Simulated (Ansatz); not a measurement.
# InAg, space group Pm-3m: a convergence test of the plane-wave cutoff

Program: Ansatz 0.2.0 through its Python package.

At the Python prompt:
```pycon
>>> import ansatz as az
>>> inag = (
...     az.Lattice.cubic(3.464789)
...     .space_group(221)
...     .atom("In", (0.5, 0.5, 0.5))
...     .atom("Ag", (0.0, 0.0, 0.0))
... )
>>> [site.symbol for site in inag.resolved().sites]
['In', 'Ag']
>>> base = (
...     inag.calculation()
...     .functional("r2scan")
...     .kpoints(spacing=0.2)
...     .occupations(az.OccupationsMethod.METHFESSEL_PAXTON, width=0.05)
... )
>>> rows = []
>>> for value in [250, 300, 350, 400]:
...     data = base.basis(value).run(threads=1).report
...     rows.append((value, data["free_energy_ev"] / len(data["lattice"]["sites"]), data["n_iterations"], data["n_pw"]))
...
DeckWarning: basis.ecutwfc = 250 eV is below the records' recommended 500 eV, and the density's cutoff is lower with it unless basis.ecutrho_ratio is high enough to keep the records' density cutoff: compare with a run at a higher cutoff
DeckWarning: basis.ecutwfc = 300 eV is below the records' recommended 500 eV, and the density's cutoff is lower with it unless basis.ecutrho_ratio is high enough to keep the records' density cutoff: compare with a run at a higher cutoff
DeckWarning: basis.ecutwfc = 350 eV is below the records' recommended 500 eV, and the density's cutoff is lower with it unless basis.ecutrho_ratio is high enough to keep the records' density cutoff: compare with a run at a higher cutoff
DeckWarning: basis.ecutwfc = 400 eV is below the records' recommended 500 eV, and the density's cutoff is lower with it unless basis.ecutrho_ratio is high enough to keep the records' density cutoff: compare with a run at a higher cutoff
>>> print(" cutoff (eV)   F/atom (eV)    iterations   plane waves")
 cutoff (eV)   F/atom (eV)    iterations   plane waves
>>> for row in rows:
...     print(f"{str(row[0]):>12s}  {row[1]:12.5f}  {row[2]:12d}  {row[3]:12d}")
...
         250   -6606.69013             7           365
         300   -6607.73171             7           461
         350   -6607.81894             7           619
         400   -6607.82309             7           739
>>> # differences from the last row
>>> for row in rows[:-1]:
...     shift = 1000 * (row[1] - rows[-1][1])
...     print(f"{row[0]}: {shift:+.2f} meV/atom" + ("  (within 2 meV)" if abs(shift) < 2 else ""))
...
250: +1132.95 meV/atom
300: +91.38 meV/atom
350: +4.15 meV/atom
```

What to keep in mind:
- This cell is a computed structure, which may not be the phase found in nature.
- Warnings are shown shortened and without file and line.
- Shifts are counted from the last row, which is itself no proven limit.
- By the engine's processor time: 7.8 s on 1 thread of Intel(R) Xeon(R) Processor @ 2.30GHz, on a shared host, peak memory 0.55 GiB.
